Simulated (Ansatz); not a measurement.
**B2Br3: from the start to rest**

Wanted: the geometry at rest of B2Br3 (a structure type of another compound, with these elements put in), relaxing cell and atoms at 5 GPa, and its electronic structure there.

Program: Ansatz 0.2.0. Level of theory: DFT, PBE, no spin polarisation, plane waves, PAW. These are calculated values, not measurements.

## Step 1: Geometry

Symmetry: C2/m, No. 12, monoclinic system. The conventional cell has a = 14.924 Å, b = 3.711 Å, c = 7.085 Å, α = 90.00°, β = 103.83°, γ = 90.00°. B (site symmetry m) has 4 Br at 2.24 to 2.28 Å as nearest neighbours. B (site symmetry m) has 6 Br at 2.37 to 2.53 Å as nearest neighbours. Br (site symmetry m) has 3 B at 2.24 to 2.37 Å as nearest neighbours. Around Br (site symmetry m) lie 4 B at 2.28 to 2.53 Å.

As a file:

```
CELL_PARAMETERS angstrom
0.00000 3.71095 0.00000
7.46199 -1.85548 0.00000
1.69351 0.00000 -6.87916
ATOMIC_POSITIONS crystal
B 0.09050 0.18100 0.20540
B 0.90950 0.81900 0.79460
B 0.65866 0.31732 0.68598
B 0.34134 0.68268 0.31402
Br 0.16450 0.32900 0.89020
Br 0.83550 0.67100 0.10980
Br 0.17330 0.34660 0.43680
Br 0.82670 0.65340 0.56320
Br 0.49590 0.99180 0.74340
Br 0.50410 0.00820 0.25660
```

The first density is read from a saved solution for the starting cell.

## Step 2: Relaxing

The input, input.yaml:

```yaml
crystal:
  lattice:
    - [0.0, 3.710954, 0.0]
    - [7.461985, -1.855477, 0.0]
    - [1.693505, 0.0, -6.879163]
  atoms:
    - { symbol: B, position: [0.0905, 0.181, 0.2054] }
    - { symbol: B, position: [0.9095, 0.819, 0.7946] }
    - { symbol: B, position: [0.65866, 0.31732, 0.68598] }
    - { symbol: B, position: [0.34134, 0.68268, 0.31402] }
    - { symbol: Br, position: [0.1645, 0.329, 0.8902] }
    - { symbol: Br, position: [0.8355, 0.671, 0.1098] }
    - { symbol: Br, position: [0.1733, 0.3466, 0.4368] }
    - { symbol: Br, position: [0.8267, 0.6534, 0.5632] }
    - { symbol: Br, position: [0.4959, 0.9918, 0.7434] }
    - { symbol: Br, position: [0.5041, 0.0082, 0.2566] }
  symmetry: { tolerance: 0.0003 }
kpoints:
  mp_grid: { grid: [5, 5, 3], shift: [0, 0, 0] }
magnetization:
  spin_polarized: false
scf:
  occupations: { method: gaussian, width: 0.1832 }
  lower_state_search: "off"
hamiltonian:
  pseudopotentials: { kind: paw }
  xc: pbe
basis:
  ecutwfc: 420
  fft_grid_basis: typed
relax:
  max_steps: 40
  cell: { p_target: 5.0 }
  f_tol: 0.03
output:
  forces: true
  stress: true
  eigenvalues: true
  populations: true
  elf: true
  write_potential: true
  volumetric_format: npy
  dos:
    e_range: [-12, 8]
    de: 0.05
    projected: { site_lists: { B: [B], Br: [Br] } }
  bader: false
checkpoint:
  read: saved_state
```

Started as:

```sh
ansatz run input.yaml --threads 2 --pin off --max-ram 2560MiB --backend cpu --events-out ev --progress --plain --runs-dir out
```

**Question.** What will these runs give? Wanted: moves; largest move; cell; volume; pressure at the end; character.

As calculated:

```
                                                 quantity                                                                       value
                                                    moves                                                                          22
                                             largest move                                                                  1.62 Å (B)
                     space group (0.01 Å), before / after                                                                 C2/m / C2/m
                                                     cell  a = 3.223 Å, b = 8.374 Å, c = 8.595 Å, α = 63.56°, β = 90.00°, γ = 101.10°
                                                   volume                                                      20.29 Å³/atom (+6.5 %)
                                      pressure at the end                                                                    5.00 GPa
                                                character                                                                       metal
density of states, mean within 0.25 eV of the Fermi level                                                           3 per eV per cell
```

What this shows: The volume grew by 6.5 %, and the largest move of an atom is 1.62 Å apart from the change of the cell. The shape changed more than that tells: the edges moved by -13, +9, +21 %. With 4 symmetry operations imposed, the end may be a saddle point towards distortions that break them. It is a metal; within 0.25 eV of the Fermi level the density of states averages 3 per eV per cell, mostly B p (58 %) and Br p (36 %).

Caveats: the k mesh is coarse for a cell without a gap; wide smearing.
